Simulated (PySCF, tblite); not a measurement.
**C7H12OSi: geometry, infrared bands and NMR shifts**

What infrared bands and NMR shifts should C7H12OSi (`C#C[C@@](C)(C=O)C[SiH2]C`) show?

The runs use tblite 0.8.0 and PySCF 2.14.0, with density-fitted response routines of our own; the level of theory stands in each step. All values are computed, except where a source is named. Atoms are numbered from 0 throughout.

## Step 1: The starting structure

21 atoms, charge 0, multiplicity 1; geometry from: force field or distance geometry start.

Bonds of the start (Å): C0–C1 1.22, C1–C2 1.47, C2–C3 1.54, C2–C4 1.53, C4–O5 1.24, C2–C6 1.55, C6–Si7 1.88, Si7–C8 1.85, C0–H9 1.06, C3–H10 1.10, C3–H11 1.08, C3–H12 1.11, C4–H13 1.11, C6–H14 1.10, C6–H15 1.11, Si7–H16 1.49, Si7–H17 1.49, C8–H18 1.10, C8–H19 1.09, C8–H20 1.10.

## Step 2: Geometry optimisation with GFN2-xTB

The job: settings as JSON, then the geometry in Å.

```
{"job": {"kind": "relax", "xc": "GFN2-xTB", "basis": "xTB"}, "charge": 0, "multiplicity": 1}
C      1.934500    -1.807100     1.327000
C      1.488000    -0.891300     0.661900
C      0.971700     0.224900    -0.134200
C      2.112200     1.225700    -0.411800
C      0.531600    -0.286500    -1.502900
O     -0.370900     0.211200    -2.188000
C     -0.177400     0.974600     0.593800
Si    -1.692600     0.027500     1.171300
C     -2.661200    -0.767400    -0.190800
H      2.301400    -2.608500     1.922300
H      2.937100     0.735600    -0.942300
H      1.772400     2.059400    -1.014600
H      2.514600     1.622400     0.542000
H      1.144700    -1.110000    -1.928000
H     -0.542000     1.802700    -0.032200
H      0.231100     1.445700     1.511800
H     -2.576500     0.972500     1.903300
H     -1.295200    -1.021100     2.148100
H     -2.969000    -0.025500    -0.937600
H     -2.083700    -1.542900    -0.690300
H     -3.579800    -1.224700     0.201100
```

The run is started by

```
OMP_NUM_THREADS=1 python probes_run.py task.json out
```

This one command runs all jobs of the session in turn.

Output:

```text
step      E/eV     max force
  0    -729.05557    2.884
  1    -729.04409    4.522
  2    -729.17273    2.144
  3    -729.16776    1.992
  4    -729.20634    0.322
  5    -729.21656    0.277
  6    -729.23472    0.544
  7    -729.24031    0.318
  8    -729.24294    0.115
  9    -729.24479    0.199
 10    -729.24635    0.168
 11    -729.24752    0.100
 12    -729.24859    0.101
 13    -729.24960    0.147
 14    -729.25049    0.120
 15    -729.25119    0.070
 16    -729.25184    0.079
 17    -729.25261    0.129
 18    -729.25346    0.132
 19    -729.25418    0.081
 20    -729.25474    0.053
 21    -729.25528    0.084
 22    -729.25597    0.108
 23    -729.25669    0.083
 24    -729.25724    0.057
 25    -729.25763    0.056
 26    -729.25804    0.085
 27    -729.25851    0.085
 28    -729.25892    0.054
 29    -729.25916    0.034
 30    -729.25933    0.040
 31    -729.25951    0.045
 32    -729.25969    0.035
 33    -729.25983    0.023
 34    -729.25991    0.020
 35    -729.25998    0.027
 36    -729.26007    0.035
 37    -729.26020    0.041
 38    -729.26034    0.041
 39    -729.26048    0.036
 40    -729.26065    0.036
 41    -729.26086    0.041
 42    -729.26109    0.041
 43    -729.26132    0.042
 44    -729.26155    0.038
 45    -729.26177    0.048
 46    -729.26196    0.040
 47    -729.26210    0.028
 48    -729.26224    0.031
 49    -729.26241    0.032
 50    -729.26258    0.034
 51    -729.26272    0.024
 52    -729.26283    0.023
 53    -729.26294    0.029
 54    -729.26308    0.033
 55    -729.26324    0.031
 56    -729.26338    0.025
 57    -729.26352    0.028
 58    -729.26368    0.042
 59    -729.26389    0.046
 60    -729.26411    0.041
 61    -729.26433    0.040
 62    -729.26456    0.033
 63    -729.26483    0.051
 64    -729.26511    0.049
 65    -729.26536    0.028
 66    -729.26555    0.027
 67    -729.26573    0.033
 68    -729.26592    0.040
 69    -729.26613    0.035
 70    -729.26637    0.035
 71    -729.26666    0.042
 72    -729.26711    0.049
 73    -729.26786    0.069
 74    -729.26908    0.087
 75    -729.27054    0.081
 76    -729.27135    0.128
 77    -729.27032    0.179
 78    -729.27247    0.042
 79    -729.27269    0.038
 80    -729.27309    0.042
 81    -729.27332    0.054
 82    -729.27379    0.054
 83    -729.27402    0.039
 84    -729.27419    0.037
 85    -729.27433    0.031
 86    -729.27456    0.052
 87    -729.27488    0.060
 88    -729.27525    0.057
 89    -729.27556    0.064
 90    -729.27582    0.059
 91    -729.27612    0.057
 92    -729.27651    0.073
 93    -729.27691    0.061
 94    -729.27723    0.042
 95    -729.27750    0.052
 96    -729.27782    0.050
 97    -729.27843    0.047
 98    -729.27885    0.039
 99    -729.27928    0.040
100    -729.27960    0.040
101    -729.27988    0.039
102    -729.28007    0.024
103    -729.28021    0.026
104    -729.28039    0.031
105    -729.28067    0.043
106    -729.28103    0.049
107    -729.28127    0.149
108    -729.28147    0.096
109    -729.28163    0.038
110    -729.28183    0.040
111    -729.28204    0.067
112    -729.28231    0.072
113    -729.28247    0.037
114    -729.28257    0.031
115    -729.28269    0.039
116    -729.28287    0.074
117    -729.28307    0.055
118    -729.28323    0.041
119    -729.28337    0.028
120    -729.28353    0.051
121    -729.28373    0.064
122    -729.28393    0.048
123    -729.28404    0.023
124    -729.28410    0.020
125    -729.28414    0.023
126    -729.28418    0.019
127    -729.28422    0.013
128    -729.28426    0.014
129    -729.28430    0.018
130    -729.28433    0.018
131    -729.28436    0.012
132    -729.28438    0.012
133    -729.28441    0.013
134    -729.28443    0.014
135    -729.28445    0.011
136    -729.28446    0.008
```

It took 3.4 s on 1 thread of Intel Xeon at 2.50GHz, shared host; peak memory 0.18 GiB.

The steps of the relaxation: (not every step is listed) (the energy doesn't fall at every step)

```
step  energy from step 0 (eV)  largest force (eV/Å)
   0                   0.0000                2.8843
   1                   0.0115                4.5223
   2                  -0.1172                2.1445
   3                  -0.1122                1.9918
   4                  -0.1508                0.3222
   5                  -0.1610                0.2768
   6                  -0.1792                0.5441
   7                  -0.1847                0.3184
   8                  -0.1874                0.1149
  20                  -0.1992                0.0531
  32                  -0.2041                0.0347
  44                  -0.2060                0.0381
  56                  -0.2078                0.0251
  68                  -0.2104                0.0398
  80                  -0.2175                0.0416
  92                  -0.2209                0.0728
 104                  -0.2248                0.0312
 116                  -0.2273                0.0743
 128                  -0.2287                0.0136
 131                  -0.2288                0.0120
 132                  -0.2288                0.0116
 133                  -0.2288                0.0132
 134                  -0.2289                0.0136
 135                  -0.2289                0.0107
 136                  -0.2289                0.0076
```

Close pairs (by a distance rule), those that changed most:

```
   bond  before (Å)  after (Å)  change (Å)
 Si7–C8       1.851      1.894      +0.043
  C4–O5       1.238      1.197      -0.041
 C6–Si7       1.878      1.911      +0.034
  C2–C6       1.553      1.531      -0.022
 C3–H12       1.109      1.088      -0.021
  C0–C1       1.217      1.197      -0.020
 C6–H15       1.110      1.091      -0.019
Si7–H16       1.487      1.469      -0.017
```

The end geometry stands in the next job.

## Step 3: Harmonic vibrations with GFN2-xTB

The job: settings as JSON, then the geometry in Å.

```
{"job": {"kind": "ir", "xc": "GFN2-xTB", "basis": "xTB"}, "charge": 0, "multiplicity": 1}
C      1.475374    -1.925651     1.083506
C      1.195880    -0.903624     0.526827
C      0.873875     0.337203    -0.157996
C      2.172061     1.147803    -0.355795
C      0.391406     0.005412    -1.557271
O     -0.544029     0.508993    -2.108573
C     -0.170821     1.151424     0.609476
Si    -1.687328     0.163024     1.223244
C     -2.325338    -1.083388    -0.052231
H      1.714878    -2.815290     1.585422
H      2.896564     0.582660    -0.939767
H      1.952912     2.080704    -0.871446
H      2.611778     1.374747     0.612947
H      1.027803    -0.744564    -2.068658
H     -0.499060     1.962434    -0.042382
H      0.313266     1.613658     1.470966
H     -2.731215     1.146372     1.543666
H     -1.301699    -0.553411     2.447843
H     -2.575166    -0.601286    -0.992531
H     -1.581832    -1.848684    -0.261022
H     -3.218230    -1.581593     0.313669
```

Output:

```text
mode    cm-1     km/mol
  1      47.7      1.09
  2      60.7      4.85
  3      76.6      1.81
  4     110.7      1.11
  5     144.5      2.15
  6     165.5      0.17
  7     181.0      0.94
  8     195.0      1.82
  9     210.4      1.35
 10     272.7      2.40
 11     303.4      0.60
 12     344.8      5.82
 13     443.4      5.62
 14     446.3     23.91
 15     475.3     19.09
 16     559.0      9.59
 17     583.5      2.71
 18     661.4     39.25
 19     665.6     13.75
 20     675.1     75.10
 21     700.9     30.78
 22     754.4     32.66
 23     774.8    109.64
 24     810.8    221.61
 25     825.3     17.47
 26     836.8    119.57
 27     850.8    231.78
 28     891.4      3.76
 29     939.6      9.33
 30     988.4     12.55
 31    1071.8      2.63
 32    1096.1      5.32
 33    1210.7     14.44
 34    1240.7      1.59
 35    1280.2      9.42
 36    1372.0     14.46
 37    1377.4     23.19
 38    1398.0      2.01
 39    1465.6      1.07
 40    1485.5      0.84
 41    1486.2      2.90
 42    1488.1      0.31
 43    1491.5      5.01
 44    1791.5    275.17
 45    2205.6    436.82
 46    2216.6    216.71
 47    2283.7      8.49
 48    2751.4    129.00
 49    2982.6     35.99
 50    2994.6     19.42
 51    3024.9     32.60
 52    3027.9     34.97
 53    3031.1     24.37
 54    3036.4     16.12
 55    3041.2     30.08
 56    3045.8     14.12
 57    3394.2      5.61
```

Run time: 2.9 s. Hardware: 1 thread of Intel Xeon at 2.50GHz, shared host; peak memory 0.18 GiB.

Which atoms move in the most intense modes:

```
cm⁻¹  km/mol                                  atoms
 775   109.6                     H17 39 %, H16 39 %
 811   221.6   Si7 24 %, C6 16 %, C8 13 %, H15 11 %
 837   119.6            H19 32 %, H18 20 %, C8 14 %
 851   231.8  H20 31 %, Si7 16 %, H18 13 %, C8 12 %
1792   275.2                       C4 59 %, O5 40 %
2206   436.8                     H17 70 %, H16 26 %
2217   216.7                     H16 71 %, H17 27 %
2751   129.0                               H13 94 %
```

## Step 4: Shielding tensors: PBE0/pcSseg-1

The job, as its differences from that of step 3:

```diff
@@ -1,2 +1,2 @@
-{"job": {"kind": "ir", "xc": "GFN2-xTB", "basis": "xTB"}, "charge": 0, "multiplicity": 1}
+{"job": {"kind": "nmr", "xc": "PBE0", "basis": "pcSseg-1"}, "charge": 0, "multiplicity": 1}
 C      1.475374    -1.925651     1.083506
```

With the program's defaults for keys left out, this is: GIAO PBE0/pcSseg-1 NMR shielding, non-relativistic, gas phase.

Output:

```text
coarse grid: 17752 points
cycle   1  E = -637.7987607563  dE =  1.051e+00  |g| = 8.538e-01  |ddm| = 4.183e+00
cycle   2  E = -637.4315233326  dE =  3.672e-01  |g| = 1.626e+00  |ddm| = 2.289e+00
cycle   3  E = -637.9407654049  dE = -5.092e-01  |g| = 2.363e-01  |ddm| = 1.755e+00
cycle   4  E = -637.9525375101  dE = -1.177e-02  |g| = 7.912e-02  |ddm| = 2.821e-01
cycle   5  E = -637.9534232172  dE = -8.857e-04  |g| = 5.147e-02  |ddm| = 9.428e-02
cycle   6  E = -637.9540442436  dE = -6.210e-04  |g| = 8.215e-03  |ddm| = 3.851e-02
cycle   7  E = -637.9540599806  dE = -1.574e-05  |g| = 2.232e-03  |ddm| = 8.305e-03
cycle   8  E = -637.9540610336  dE = -1.053e-06  |g| = 5.263e-04  |ddm| = 2.457e-03
final grid: 166056 points
cycle   9  E = -638.0201046205  dE = -3.449e-05  |g| = 1.245e-02  |ddm| = 5.195e-02
cycle  10  E = -638.0200308971  dE =  7.372e-05  |g| = 2.314e-02  |ddm| = 2.992e-02
cycle  11  E = -638.0201354096  dE = -1.045e-04  |g| = 3.258e-03  |ddm| = 2.072e-02
cycle  12  E = -638.0201376742  dE = -2.265e-06  |g| = 5.358e-04  |ddm| = 2.514e-03
cycle  13  E = -638.0201377202  dE = -4.603e-08  |g| = 3.081e-04  |ddm| = 5.822e-04
cycle  14  E = -638.0201377428  dE = -2.257e-08  |g| = 5.390e-05  |ddm| = 2.710e-04
cycle  15  E = -638.0201377435  dE = -6.696e-10  |g| = 1.320e-05  |ddm| = 6.708e-05
converged SCF energy = -638.0201377435

GIAO shielding tensors (ppm)
atom      isotropic    diamagn.    paramagn.     s11        s22        s33       span
  0 C      103.573     259.730    -156.157     32.990     39.692    238.038    205.047
  1 C       97.537     269.451    -171.915     -6.235      4.870    293.975    300.209
  2 C      142.081     241.823     -99.742    126.368    141.785    158.091     31.723
  3 C      156.951     245.015     -88.064    137.477    148.559    184.816     47.338
  4 C      -18.938     248.636    -267.574   -114.139    -25.286     82.610    196.749
  5 O     -323.679     401.769    -725.448   -903.175   -434.562    366.699   1269.874
  6 C      169.504     250.531     -81.027    154.385    167.895    186.231     31.846
  7 Si     394.947     879.829    -484.882    356.543    398.709    429.588     73.044
  8 C      191.708     253.892     -62.184    183.997    191.274    199.854     15.857
  9 H       29.730      35.463      -5.733     24.500     24.994     39.694     15.194
 10 H       29.966      29.257       0.709     25.649     27.815     36.435     10.785
 11 H       30.813      29.523       1.291     26.096     28.885     37.460     11.364
 12 H       30.132      29.058       1.075     26.920     28.112     35.365      8.445
 13 H       21.965      29.719      -7.754     19.422     21.321     25.152      5.731
 14 H       30.159      32.381      -2.222     26.369     27.977     36.132      9.764
 15 H       30.959      31.726      -0.767     26.130     30.361     36.386     10.256
 16 H       27.566      28.709      -1.142     23.875     25.406     33.418      9.543
 17 H       27.437      29.732      -2.295     24.004     26.016     32.291      8.287
 18 H       31.612      31.337       0.275     26.234     30.438     38.164     11.930
 19 H       31.739      33.042      -1.303     26.579     31.506     37.131     10.552
 20 H       31.760      28.331       3.429     26.944     27.791     40.544     13.600
```

Run time: 2.3 min. Hardware: 1 thread of Intel Xeon at 2.50GHz, shared host; peak memory 1 GiB.

Shifts follow as δ = σ(reference) − σ, with reference shieldings (ppm) from runs at the same level and on the same kind of geometry: 1H TMS 31.72, 13C TMS 186.9, 29Si TMS 349.2, 17O H2O 336.1. The references are single molecules in the gas phase, so shifts against H2O, NH3, PH3, H3PO4 or CFCl3 are not on the usual liquid scales and can be off by tens of ppm. Atoms listed in one row are averaged.

```
        atoms                               environment  σ (ppm)  δ (ppm)  δ scaled to CDCl3
           C4                  aldehyde carbonyl carbon    -18.9    205.9              199.0
           C1                             alkyne carbon     97.5     89.4               85.3
           C0                    terminal alkyne carbon    103.6     83.4               79.4
           C2     quaternary sp3 carbon α to a carbonyl    142.1     44.8               41.9
           C3                             methyl carbon    157.0     30.0               27.3
           C6                      sp3 CH2 bonded to Si    169.5     17.4               15.1
           C8                methyl carbon bonded to Si    191.7     -4.8               -6.6
          H13   hydrogen on an aldehyde carbonyl carbon    21.96     9.75               9.30
          H17       hydrogen on a silicon bonded to 2 C    27.44     4.28                  –
          H16       hydrogen on a silicon bonded to 2 C    27.57     4.15                  –
           H9      hydrogen on a terminal alkyne carbon    29.73     1.99               1.98
          H14       hydrogen on an sp3 CH2 bonded to Si    30.16     1.56               1.57
H10, H11, H12               hydrogen on a methyl carbon    30.30     1.41               1.44
          H15       hydrogen on an sp3 CH2 bonded to Si    30.96     0.76               0.82
H18, H19, H20  hydrogen on a methyl carbon bonded to Si    31.70     0.01               0.12
           O5                           aldehyde oxygen   -323.7    659.8                  –
          Si7                silicon bonded to 2 C, 2 H    394.9    -45.8                  –
```

The scaled column applies a straight-line fit of computed shieldings to shifts measured in CDCl3 (root-mean-square error 0.16 ppm for H, 1.9 ppm for C).

Charges from the same density, by scheme (e):

```
atoms  Mulliken    IAO  Hirshfeld  ESP fit
   C0     -0.40  -0.24      -0.10    -0.31
   C1      0.43  -0.04      -0.03    -0.32
   C2     -0.66  -0.02       0.02     0.69
   C3     -0.13  -0.40      -0.11    -0.61
   C4      0.39   0.28       0.15     0.31
   O5     -0.34  -0.38      -0.19    -0.42
   C6     -0.38  -0.53      -0.16    -0.45
  Si7      0.66   0.76       0.34     0.61
   C8     -0.64  -0.72      -0.22    -0.58
```

Mayer bond orders: C0–C1 2.53, C1–C2 0.84, C2–C3 1.04, C2–C4 0.91, C4–O5 2.02, C2–C6 1.02, C6–Si7 0.89, Si7–C8 0.97.

The fields below are evaluated on a grid from the run's orbitals.

Frontier orbitals at PBE0/pcSseg-1, with the share of their density that lies nearest to each atom:

```
orbital  energy (eV)                                    lies on
   HOMO        -7.53  O5 44 %; C0, C2 about 11 % each; H13 11 %
   LUMO        -1.01                  C4 40 %; O5 29 %; H13 9 %
```

ELF in a plane through or near 6 of the atoms.

Ten even steps from '0' (0.00) to '9' (1.00):
```
0000000000000000000000000000
0000000000000000000000000000
0000000000000000000000000000
0000000000000000000000000000
0000000000000000000000000000
0000000000006971000000000000
0000018996029995000110000000
0000039998007983112210000000
0000015887336656423410000000
0000025354934845336963310000
0000036755645501268856860000
0000012100552530012224630000
0000000003743672000000000000
0000000025884675100000000000
0000000024565763100000000000
0000000001389981000000000000
0000000000069960000000000000
0000000000001200000000000000
0000000000000000000000000000
0000000000000000000000000000
```
The map spans 12.3 Å across and 12.3 Å up, centred on the molecule. Atoms in the plane (x, y in Å): C0 (-0.6, -2.5), C1 (-0.8, -1.3), C2 (-1.0, 0.1), C3 (-2.5, 0.4), H11 (-2.6, 1.5), H14 (-0.2, 2.0).

log10 of the density (e/Å³) in the same plane.

Ten even steps from '0' (-4.0) to '9' (1.8):
```
0000000000000000000000000000
0000000000000000000000000000
0000000000000000000000000000
0000000000000000000000000000
0000000000112221111110000000
0000012222233443222221100000
0000134454445654333332210000
0001245665456665444443210000
0001245676666666555554321000
0002346797777665566665432100
0001345666677655566665532100
0001234445677654445554432000
0000122345678754433333321000
0000001234677764332222100000
0000001234567754321000000000
0000000123456654210000000000
0000000012344432100000000000
0000000000122221000000000000
0000000000000000000000000000
0000000000000000000000000000
```
The map spans 12.3 Å across and 12.3 Å up, centred on the molecule. Atoms in the plane (x, y in Å): C0 (-0.6, -2.5), C1 (-0.8, -1.3), C2 (-1.0, 0.1), C3 (-2.5, 0.4), H11 (-2.6, 1.5), H14 (-0.2, 2.0).

On the surface of density 0.002 e/bohr³ the electrostatic potential runs, from the 1st to the 99th percentile, from -1.35 V near O5 to 1.40 V near H9.

## Step 5: Summary of results

| quantity | value |
| --- | --- |
| strongest single infrared mode (GFN2-xTB) | 2206 cm⁻¹, 437 km/mol |
| zero-point energy (GFN2-xTB) | 101.9 kcal/mol |
| 13C shifts against TMS (PBE0/pcSseg-1) | 205.9, 89.4, 83.4, 44.8, 30.0, 17.4, -4.8 ppm |
| 1H shifts against TMS (PBE0/pcSseg-1, means over atoms taken as alike) | 9.75, 4.28, 4.15, 1.99, 1.56, 1.41, 0.76, 0.01 ppm |
| 17O shifts against H2O (PBE0/pcSseg-1) | 659.8 ppm |
| 29Si shifts against TMS (PBE0/pcSseg-1) | -45.8 ppm |
| surface potential, 1st and 99th percentile | -1.35 V and 1.40 V |

What this shows: The optimisation took 136 steps and gained 0.229 eV; among the close pairs (by a distance rule), Si7–C8 changed most, from 1.851 to 1.894 Å. All 57 modes are real, so the xTB geometry is a minimum. The strongest single mode, at 2206 cm⁻¹, moves mainly H17. GFN2-xTB is a fitted tight-binding method: band positions and strengths are rough. Its intensities can rank the bands wrongly. At PBE0/pcSseg-1: The widest tensor belongs to O5: span 1270 ppm, with a paramagnetic part of -725 ppm. By nearest atom (PBE0/pcSseg-1), the HOMO sits on O5 44 %; C0, C2 about 11 % each and the LUMO on C4 40 %; O5 29 %.
